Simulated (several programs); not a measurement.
Sr2TeO (ordering on rocksalt) from semi-empirical methods to plane-wave DFT

Sr2TeO, ordered on the rocksalt lattice (R-3m) with 4 atoms a cell, relaxed with r2SCAN in Ansatz, was computed with several methods. Space group R-3m (No. 166), trigonal; conventional cell a = 4.138 Å, c = 21.106 Å, 26.08 Å³ an atom. O has 6 Sr at 2.76 Å; Te has 6 Sr at 3.21 Å; Sr has 3 O at 2.76 Å and 3 Te at 3.21 Å. These are computed values for a spin-unpolarised cell that may be hypothetical; none is a measurement.

```
O Te Sr
1.0
     2.06883    1.19444    7.03545
    -2.06883    1.19444    7.03545
     0.00000   -2.38888    7.03545
O Te Sr
1 1 2
Direct
  0.00000 0.00000 0.00000
  0.50000 0.50000 0.50000
  0.26816 0.26816 0.26816
  0.73184 0.73184 0.73184
```

Gaps and times are for a single point on this cell; volume and bulk modulus come from each method's own relaxation or energy curve at fixed shape, which is too stiff where a cell has free coordinates or axes. Times are rough, from shared hosts (Arm Neoverse V1; Intel Xeon 6975P-C), and each method has its own mesh and cell size. A dagger marks a closed or tiny gap in a crystal that DFT finds insulating: a failure of the method or a wrong SCF state. A double dagger marks a value from a curve with shape and coordinates held. PM6 (MOPAC), PM7 (MOPAC), GFN1-xTB (tblite) treat a cluster of cells at its zone centre, which samples few k points: where these miss a band edge, the gap comes out too large for that reason alone. Gaps from k meshes are read at a limited set of points (mesh, symmetry points, PBE's band edges), so each method's own least gap may be somewhat smaller. xTB and the PM methods were fitted mostly to molecules, and can miss a solid's gap by electronvolts. Minimal bases can be far off for gaps. Times of the plane-wave ladder aren't listed, since it ran on unlike processors and cards. GLLB-SC's gap includes the derivative discontinuity. G0W0 is at finite bands, cutoff and mesh. d marks a direct gap, i an indirect one (no mark: not told apart), a dash a value that wasn't computed or didn't pass its checks.

```
                               method              kind  gap (eV)  own volume (Å³/atom)  bulk modulus (GPa)  atoms computed  processor time
 light PBE (260 eV and a coarse mesh)  light plane-wave    1.07 i                     –                   –               4           1.9 s
                          PM6 (MOPAC)    semi-empirical      0.94                     –                   –         cluster           4.3 s
                          PM7 (MOPAC)    semi-empirical      7.71                     –                   –         cluster           5.4 s
                                  PBE         semilocal    1.08 i                 26.46                 49‡               4               –
                    GFN1-xTB (tblite)     tight binding      2.32                     –                   –         cluster            21 s
                       PBE/SZV (CP2K)       small basis     0.00†                     –                   –               4            33 s
                               r2SCAN         semilocal    1.43 i                 26.08                 53‡               4               –
               PBE/single zeta (GPAW)       small basis    0.79 i                     –                   –               4            51 s
                      PBE/DZVP (CP2K)       small basis    1.06 d                26.65‡                 50‡               4            58 s
                       GLLB-SC (GPAW)   model potential      2.64                     –                   –               4         2.4 min
G0W0@r2SCAN (140 eV screening cutoff)         many-body      2.41                     –                   –               4               –
   G0W0@PBE (210 eV screening cutoff)         many-body      2.19                     –                   –               4               –
```

Against r2SCAN (1.43 eV) and with closed or daggered gaps left aside, the nearest gap at the points sampled is that of PBE (-0.35 eV) and the farthest that of PM7 (MOPAC) (+6.28 eV). r2SCAN is only a yardstick of convenience: semilocal gaps usually lie below measured ones, which GLLB-SC and hybrids aim to mend.

Volumes against r2SCAN's: PBE +1.5 %.

Runs without a result: GFN2-xTB (tblite) (single point).

No spin-orbit coupling is included; it can move band edges with weight on the heavy atoms by tenths of an eV.
